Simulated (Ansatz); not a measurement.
# SnO: the cost of one run

Program: Ansatz 0.2.0. Level of theory: DFT r2SCAN, scalar-relativistic, plane waves, PAW. These are calculated values, not measurements.

## (1) The structure to begin with

It takes space group P4/nmm (No. 129, tetragonal). Conventional cell: a = 3.802 Å, b = 3.802 Å, c = 4.836 Å, α = 90.00°, β = 90.00°, γ = 90.00°. Sn (site symmetry 4mm) is surrounded by 4 O at 2.22 Å. O (site symmetry -4m2) is surrounded by 4 Sn at 2.22 Å.

Structure file:

```cif
data_structure
_symmetry_space_group_name_H-M 'P4/nmm:1'
_symmetry_Int_Tables_number 129
_cell_length_a 3.8020
_cell_length_b 3.8020
_cell_length_c 4.8360
_cell_angle_alpha 90.000
_cell_angle_beta 90.000
_cell_angle_gamma 90.000
_cell_volume 69.91
loop_
_atom_site_label
_atom_site_type_symbol
_atom_site_symmetry_multiplicity
_atom_site_Wyckoff_symbol
_atom_site_fract_x
_atom_site_fract_y
_atom_site_fract_z
_atom_site_occupancy
Sn1 Sn 2 c 0.00000 0.50000 0.23850 1
O1 O 2 a 0.00000 0.00000 0.00000 1
```

No relaxation comes first: the listed cell is the starting point.

## (2) The undisturbed cell

Input file input.yaml:

```yaml
crystal:
  lattice:
    - [3.802, 0.0, 0.0]
    - [0.0, 3.802, 0.0]
    - [0.0, 0.0, 4.836]
  atoms:
    - { symbol: Sn, position: [0.0, 0.5, 0.2385] }
    - { symbol: Sn, position: [0.5, 0.0, 0.7615] }
    - { symbol: O, position: [0.0, 0.0, 0.0] }
    - { symbol: O, position: [0.5, 0.5, 0.0] }
basis:
  ecutwfc: 500
kpoints:
  mp_grid: { grid: [10, 10, 8] }
hamiltonian:
  xc: r2scan
scf:
  occupations: { method: gaussian, width: 0.03 }
output:
  forces: true
  stress: true
  eigenvalues: true
  write_density: true
  write_potential: true
  elf: true
  volumetric_format: npy
```

Launch:

```console
> ansatz run input.yaml --threads 1 --pin off --max-ram 2560MiB --backend cpu --events-out ev --progress --plain --runs-dir out
```

Q: Estimate wall time and peak memory on 1 thread of Intel Xeon 6975P-C (Granite Rapids), shared host.

About 12 s, with a peak of 0.61 GiB.
